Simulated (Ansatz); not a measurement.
# NaF: the cell at several levels of theory

How does the equilibrium cell of NaF in the database structure depend on the functional? It is relaxed with PBE, r2SCAN, PBEsol, LDA and HSE06.

Program: Ansatz 0.2.0. PAW datasets, plane waves, zero pressure. (Simulation; spin polarisation is off.)

**1. Starting point**

The symmetry is Fm-3m (No. 225, cubic); conventional cell a = 4.572 Å, 11.94 Å³ an atom. Na has 6 F at 2.29 Å; F has 6 Na at 2.29 Å.

The structure in full:

```xyz
2
Lattice="0.0000 2.2859 2.2859 2.2859 0.0000 2.2859 2.2859 2.2859 0.0000" Properties=species:S:1:pos:R:3 pbc="T T T"
Na    0.0000    0.0000    0.0000
F     2.2859    2.2859    2.2859
```

**2. Relaxation with PBE**

File input.yaml:

```yaml
crystal:
  lattice:
    - [0.0, 2.2858943317, 2.2858943317]
    - [2.2858943317, 0.0, 2.2858943317]
    - [2.2858943317, 2.2858943317, 0.0]
  atoms:
    - { symbol: Na, position: [0.0, 0.0, 0.0] }
    - { symbol: F, position: [0.5, 0.5, 0.5] }
kpoints:
  mp_grid: { grid: [8, 8, 8] }
hamiltonian:
  xc: pbe
scf:
  occupations: { method: fermi_dirac, width: 0.02 }
relax:
  f_tol: 0.005
  cell: {}
```

On the command line:

```console
$ ansatz run input.yaml --threads 2 --pin off --max-ram 29491MiB --backend cpu --events-out ev --progress --plain --runs-dir out
```

Further steps of the session: Relaxing with r2SCAN; PBEsol: cell and atoms; LDA: cell and atoms; Relaxation with HSE06.

What does the calculation give? Wanted: for each run, a; volume; space group; SCF geometries.

**Answer**, as computed:

| level | a (Å) | volume (Å³/atom) | space group | SCF geometries |
| --- | --- | --- | --- | --- |
| PBE | 4.700 | 12.978 | Fm-3m | 8 |
| r2SCAN | 4.594 | 12.123 | Fm-3m | 5 |
| PBEsol | 4.629 | 12.402 | Fm-3m | 7 |
| LDA | 4.503 | 11.412 | Fm-3m | 8 |
| HSE06 | 4.638 | 12.469 | Fm-3m | 6 |

**Reading.** The first relaxation changed the volume by +8.7 % from the start. The volume runs from LDA (least) to PBE (most), a spread of 13.7 %, or 4.4 % in length if all axes shared it alike. The meshes differ: PBE 8×8×8, r2SCAN 8×8×8, PBEsol 8×8×8, LDA 8×8×8, HSE06 6×6×6.
